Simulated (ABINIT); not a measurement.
Crystal: ZrB.

```
Zr B
1.0
     0.00000    2.32500    2.32500
     2.32500    0.00000    2.32500
     2.32500    2.32500    0.00000
Zr B
1 1
Direct
  0.00000 0.00000 0.00000
  0.50000 0.50000 0.50000
```

| Item | Value |
| --- | --- |
| Program | ABINIT 10.8.3 (patched build) |
| Task | relaxation of cell and atoms |
| Functional | PBEsol |
| Potentials or basis | PseudoDojo NC SR PBEsol v0.4.1 standard |
| Cutoff | 1034 eV |
| k mesh | 8 × 8 × 8 |
| Occupations | fermi-dirac, width 0.05 eV |
| Spin | no spin polarisation |

At the start: pressure 29.8 GPa; volume 12.57 Å³/atom.

Q: How do energy, volume and symmetry change on relaxing?

A: Over 5 steps the energy falls by 151.7 meV/atom and the volume is 14.39 Å³/atom (+14.5 %); space group Fm-3m (No. 225, to 0.05 Å).

The path:
```csv
step,energy change (eV),largest force (eV/Å),pressure (GPa),volume (Å³)
1,0.0000,0.0000,29.76,25.14
2,-0.2707,0.0000,8.46,27.49
3,-0.3028,0.0000,1.05,28.61
4,-0.3034,0.0000,0.05,28.77
5,-0.3034,0.0000,0.00,28.78
```

Final structure:
```cif
data_structure
_symmetry_space_group_name_H-M 'P 1'
_symmetry_Int_Tables_number 1
_cell_length_a 3.4398
_cell_length_b 3.4398
_cell_length_c 3.4398
_cell_angle_alpha 60.000
_cell_angle_beta 60.000
_cell_angle_gamma 60.000
_cell_volume 28.78
loop_
_atom_site_label
_atom_site_type_symbol
_atom_site_fract_x
_atom_site_fract_y
_atom_site_fract_z
_atom_site_occupancy
Zr1 Zr 0.00000 0.00000 0.00000 1
B1 B 0.50000 0.50000 0.50000 1
```

Caveat: the volume moved by +14 % from the deposited cell, more than functionals usually miss.
